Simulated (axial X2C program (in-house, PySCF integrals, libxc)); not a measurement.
# A two-component session on InN⁺: properties at the nuclei

Aim: properties at the nuclei of InN⁺, with spin–orbit coupling in the Hamiltonian from the start.

Method: two-component X2C with atomic mean-field terms, In dyall-cv3z, N dyall-av3z; program: an in-house X2C program for linear molecules on PySCF integrals.

All values are calculated.

### 1 The job

The input, task.json:

```json
{"zs": [49, 7], "q": 1, "bas": ["dyall-cv3z", "dyall-av3z"], "r0": 1.96, "levels": ["PBE0", "HF", "PBE", "LDA", "TPSSh"], "nst": 3}
```

Keys: zs atomic numbers; q charge; bas basis sets; r0 starting distance in Å; levels methods (HF also brings MP2); nst determinants followed.

Run with:

```
python soeom.py task.json out
```

After this run come: Expectation values, lowest determinant; Expectation values, a higher determinant; Expectation values, a higher determinant.

**Question.** What will these runs give? Wanted: lowest determinant; Eeff magnitude; Ws magnitude In; A∥/gI In; qzz In; higher determinant (for each run or level that gives them).

As calculated:

| quantity | value |
| --- | --- |
| lowest determinant | Ω = 3/2 (excess of +ω over −ω: ω = 3/2) |
| Eeff magnitude (GV/cm), PBE0 | 3.26 |
| Ws magnitude In (kHz), PBE0 | 1.26 |
| A∥/gI In (MHz), PBE0 | 131 |
| qzz In (a.u.), PBE0 | -0.38 |
| higher determinant | Ω = 1/2 (excess of +ω over −ω: 2 × ω = -1/2, ω = 3/2) |
| Eeff magnitude (GV/cm), PBE0, higher determinant | 4.73 |
| Ws magnitude In (kHz), PBE0, higher determinant | 5.46 |
| A∥/gI In (MHz), PBE0, higher determinant | -698 |
| qzz In (a.u.), PBE0, higher determinant | -0.53 |
| higher determinant | Ω = 1/2 (excess of +ω over −ω: ω = 1/2) |
| Eeff magnitude (GV/cm), PBE0, higher determinant | 3.98 |
| Ws magnitude In (kHz), PBE0, higher determinant | 4.59 |
| A∥/gI In (MHz), PBE0, higher determinant | 575 |
| qzz In (a.u.), PBE0, higher determinant | -0.38 |

In the first state, the effective field runs from 2.8 to 4.45 GV/cm over the mean-field levels. The expectation values come from single determinants, which for open shells can mix terms of unlike spin or miss the lowest Ω, so a determinant need not be a state. Eeff is the effective electric field on the electron dipole moment in this Ω state and Ws the scalar–pseudoscalar constant (defined with the proton number Z and per Ω); A∥ is the parallel hyperfine constant, which follows by multiplying with the nuclear g factor gI = μI/(I μN); qzz is the electric field gradient, eQq0 = 234.96 MHz × Q/barn × qzz. The operators were transformed with the bare-nucleus X2C matrices.
